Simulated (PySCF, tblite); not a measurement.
# C₅H₄ClF₂O radical: geometry, infrared bands and EPR parameters

What infrared bands and EPR parameters should C₅H₄ClF₂O radical (`O=C=C([CH]C(F)F)CCl`) show?

Computed with tblite 0.8.0 and PySCF 2.14.0, with density-fitted response routines of our own, on a single molecule in the gas phase. Atoms are numbered from 0 throughout.

## Step 1: The molecule as given

13 atoms, charge 0, multiplicity 2; geometry from: force field or distance geometry start.

Bonds of the start (Å): O0–C1 1.24, C1–C2 1.31, C2–C3 1.47, C3–C4 1.51, C4–F5 1.39, C4–F6 1.38, C2–C7 1.48, C7–Cl8 1.80, C3–H9 1.11, C4–H10 1.12, C7–H11 1.12, C7–H12 1.11.

## Step 2: Optimising the geometry with GFN2-xTB

Job settings and geometry (Å):

```
{"job": {"kind": "relax", "xc": "GFN2-xTB", "basis": "xTB"}, "charge": 0, "multiplicity": 2}
O     -0.795800     2.652800     0.810900
C     -0.709300     1.526700     0.310600
C     -0.589800     0.319800    -0.179200
C      0.645300    -0.046100    -0.888100
C      1.810500    -0.341900     0.018500
F      1.538500    -1.412000     0.860100
F      2.060000     0.757700     0.806600
C     -1.758400    -0.577000    -0.004600
Cl    -1.190700    -2.014400     0.914400
H      0.962800     0.708200    -1.633800
H      2.705800    -0.617400    -0.600200
H     -2.575000    -0.089200     0.580400
H     -2.108200    -0.866600    -1.013300
```

On the command line:

```
OMP_NUM_THREADS=1 python probes_run.py task.json out
```

This one command runs all jobs of the session in turn.

**Question.** This job is followed by: GFN2-xTB harmonic vibrations, gas phase; UKS B3LYP, pcH-1 on C Cl F H O, non-relativistic, mean-field spin-orbit, GIAO. What will the session give for the following? strongest single infrared mode (GFN2-xTB); zero-point energy (GFN2-xTB); g(iso) (B3LYP); ⟨S²⟩; largest a(iso) (averaged by class); potential on the surface of density 0.002 e/bohr³, 1st and 99th percentile.

**Answer**, as computed:

| quantity | value |
| --- | --- |
| strongest single infrared mode (GFN2-xTB) | 2215 cm⁻¹, 1071 km/mol |
| zero-point energy (GFN2-xTB) | 48.9 kcal/mol |
| g(iso) (B3LYP) | 2.00141 |
| ⟨S²⟩ | 0.761 (exact 0.75) |
| largest a(iso) (averaged by class) | 19F on F5, F6, 111.2 MHz |
| potential on the surface of density 0.002 e/bohr³, 1st and 99th percentile | -0.88 V and 1.88 V |

The optimisation took 234 steps and gained 1.443 eV; among the close pairs (by a distance rule), O0–C1 changed most, from 1.235 to 1.161 Å. All 33 modes are real, so the xTB geometry is a minimum. The strongest single mode, at 2215 cm⁻¹, moves mainly C1. Unscaled tight-binding wavenumbers are off by several per cent, some by more. Its intensities can rank the bands wrongly. The largest share of the spin, 0.76 e, sits on C3. The isotropic g lies 0.9 ppt below the free-electron value. These values are for one conformer; the search (at its own cheap level) found 2 more, at 0.00, 1.06 kcal/mol (those within 0.05 may be mirror or relabelled copies), and measured spectra average over such forms.
